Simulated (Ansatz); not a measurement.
# WN (quartet): from Hartree-Fock to the top rungs, def2-QZVPP

One table from this session's results is given with a row withheld; the runs are named, their logs left out.

Computed with Ansatz 0.2.0, Gaussian basis. Level: def2-QZVPP, core rule «outside noble gas», up to 5 orbitals frozen.

Plan: UHF; ROHF; CCSD(T) on UHF.

**The geometry**

The geometry is a PBE0/def2-TZVP stationary point (not a proven minimum) of the parent state, kept for this charge and spin. No spin-orbit coupling is included. Elements past krypton take def2 core potentials.

2 atoms, charge 0, spin multiplicity 4.

Atoms are counted from 1 here; the program's logs count them from 0.

Bond lengths: W1–N2 1.844 Å.

The first run:

The input, in.yaml:

```yaml
crystal:
  periodic: [false, false, false]
  atoms:
    - {symbol: W, position_ang: [0.000000, 0.000000, 0.000000]}
    - {symbol: N, position_ang: [0.000000, 0.000000, 1.843600]}
basis:
  gaussian: {orbitals: "def2-QZVPP.json"}
magnetization: {spin_polarized: true, initial_magnetization: 3}
hamiltonian: {xc: hf}
output: {orbitals: {seedname: orbitals}}
```

On the command line:

```bash
ansatz run in.yaml --threads 1 --pin off --events-out ev --progress --plain --max-ram 3968MiB --backend cpu
```

Steps of the session up to this table: UHF; ROHF; CCSD(T) on UHF.

One table of the session follows, with a row left open; its other results are not shown here.

It belongs to the step «Misses and costs». 

| method | from UCCSD(T) (meV) |
| --- | --- |
| ROHF | +12055.1 |
| UHF | ? |
| UMP2 | +1995.6 |
| UCCSD | +700.4 |
| UCCSD(T) | 0 |

Q: Estimate the row for UHF from the others.

The run gave: from UCCSD(T) (meV): +9750.6. In the column «from UCCSD(T) (meV)» it lies between UMP2 (+1995.6) and ROHF (+12055.1).

Limits of these values: The determinant of HF (⟨S²⟩ 5.19) is far from a pure spin state, so its energy mixes those of several spin states; that is harmless only where they are near-degenerate. The determinant of CCSD(T) (⟨S²⟩ 5.19) is far from a pure spin state, so its energy mixes those of several spin states; high orders of coupled cluster remove much of that, low ones don't.
